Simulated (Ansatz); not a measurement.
# Cl3FOW: basis-set convergence

The task here is to estimate one member of a computed series from the others.

Computed with Ansatz 0.2.0, Gaussian basis. Level: one geometry, several basis sets.

The runs, in order: PBE0-D4/def2-SVP; ωB97M-V/def2-SVP; PBE0-D4/def2-QZVPP; ωB97M-V/def2-QZVPP; the functionals' def2-TZVPP values are taken from earlier runs.

### The geometry

The geometry comes from an earlier relaxation with PBE0-D4 in a triple-zeta def2 set; it is a stationary point. W takes the def2 core potential; no spin-orbit term is included.

6 atoms, charge 0, spin multiplicity 1.

Atoms are counted from 1 here; the program's logs count them from 0.

Bond lengths: O1–W2 1.668 Å, W2–F3 1.859 Å, W2–Cl4 2.282 Å, W2–Cl5 2.279 Å, W2–Cl6 2.282 Å. Angles: O1–W2–F3 103.8°, O1–W2–Cl4 105.7°, O1–W2–Cl5 102.4°, O1–W2–Cl6 105.7°, F3–W2–Cl4 84.8°, F3–W2–Cl5 153.8°, F3–W2–Cl6 84.8°, Cl4–W2–Cl5 88.2°, Cl4–W2–Cl6 148.4°, Cl5–W2–Cl6 88.2°.

Set-up of the first run:

Input file in.yaml:

```yaml
crystal:
  periodic: [false, false, false]
  atoms:
    - {symbol: O, position_ang: [-1.740536, -0.119296, 0.063364]}
    - {symbol: W, position_ang: [-0.074207, -0.039505, 0.035779]}
    - {symbol: F, position_ang: [0.437780, -0.935590, 1.582574]}
    - {symbol: Cl, position_ang: [0.616725, -1.930757, -1.037915]}
    - {symbol: Cl, position_ang: [0.329593, 1.114677, -1.887938]}
    - {symbol: Cl, position_ang: [0.472644, 1.846570, 1.198036]}
basis:
  gaussian: {orbitals: def2-SVP}
hamiltonian: {xc: pbe0, dispersion: d4}
output: {orbitals: {seedname: orbitals}}
```

Started as:

```
ansatz run in.yaml --threads 4 --pin off --events-out ev --progress --plain --max-ram 10444MiB
```

Among the steps run: PBE0-D4 in def2-SVP; ωB97M-V in def2-SVP; PBE0-D4 in def2-QZVPP; ωB97M-V in def2-QZVPP.

One table of the session follows, with a row left open; its other results are not shown here.

It belongs to the step «Functionals by basis». 

```
functional       basis  HOMO (eV)  LUMO (eV)
   PBE0-D4    def2-SVP      -9.35      -4.84
   PBE0-D4  def2-TZVPP      -9.31      -4.72
   PBE0-D4  def2-QZVPP      -9.32      -4.73
   ωB97M-V    def2-SVP     -11.47      -2.76
   ωB97M-V  def2-TZVPP     -11.48      -2.67
   ωB97M-V  def2-QZVPP          ?          ?
```

Q: Estimate the row for ωB97M-V, def2-QZVPP from the others.

The run gave: HOMO (eV): -11.50; LUMO (eV): -2.70. In the column «HOMO (eV)» it is the lowest.
